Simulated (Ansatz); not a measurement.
# Al2F2H4O2: the cost of one run

Method: RHF/def2-SVP, in Ansatz 0.2.0.

## 1. The starting structure

Bond lengths: Al1–O2 2.130 Å, O2–H3 1.010 Å, Al1–F4 1.690 Å, Al1–F5 1.690 Å, Al1–O6 2.080 Å, O6–Al7 1.780 Å, Al7–H8 1.560 Å, Al7–H9 1.560 Å, Al7–H10 1.493 Å. Angles: Al1–O2–H3 109.5°, O2–Al1–F4 120.0°, O2–Al1–F5 120.0°, O2–Al1–O6 71.6°, F4–Al1–F5 120.0°, F4–Al1–O6 96.8°, F5–Al1–O6 101.3°, Al1–O6–Al7 125.0°, O6–Al7–H8 120.0°, O6–Al7–H9 120.0°, O6–Al7–H10 46.6°, H8–Al7–H9 120.0°, H8–Al7–H10 77.5°, H9–Al7–H10 154.5°.

Coordinates:

```xyz
10

Al    0.0000    0.0000    0.0000
O     0.0000    0.0000    2.1300
H    -0.9095   -0.2814    2.4671
F     1.4635    0.0000   -0.8450
F    -1.4635    0.0000   -0.8450
O     0.0932    1.9717    0.6559
Al    0.7263    2.4933    2.2356
H     1.2212    1.4323    3.2665
H     0.7864    4.0116    2.5891
H     0.0589    1.2457    1.7601
```

## 2. A restrained relaxation towards end A

Springs on the bonds that form and break draw the guess towards this end; the thresholds are loose.

The input, input.yaml:

```yaml
crystal:
  periodic: [false, false, false]
  atoms:
    - { symbol: Al, position_ang: [0.0, 0.0, 0.0] }
    - { symbol: O, position_ang: [0.0, 0.0, 2.13] }
    - { symbol: H, position_ang: [-0.9095, -0.2814, 2.4671] }
    - { symbol: F, position_ang: [1.4635, 0.0, -0.845] }
    - { symbol: F, position_ang: [-1.4635, 0.0, -0.845] }
    - { symbol: O, position_ang: [0.0932, 1.9717, 0.6559] }
    - { symbol: Al, position_ang: [0.7263, 2.4933, 2.2356] }
    - { symbol: H, position_ang: [1.2212, 1.4323, 3.2665] }
    - { symbol: H, position_ang: [0.7864, 4.0116, 2.5891] }
    - { symbol: H, position_ang: [0.0589, 1.2457, 1.7601] }
basis:
  gaussian: { orbitals: def2-SVP }
hamiltonian:
  xc: hf
relax:
  f_tol: 0.15
  max_steps: 25
  restrain:
    - { distance: [0, 5], at: 2.98, k: 30.0 }
    - { distance: [9, 1], at: 2.21, k: 30.0 }
    - { distance: [0, 1], at: 1.78, k: 30.0 }
    - { distance: [9, 5], at: 1.01, k: 30.0 }
```

On the command line:

```bash
> ansatz run input.yaml --threads 2 --pin off --max-ram 3072MiB --backend cpu --events-out ev --progress --plain --runs-dir out
```

What time and memory should one allow on 2 threads of Arm Neoverse V1, shared host?

About 26 s, with a peak of 0.23 GiB.
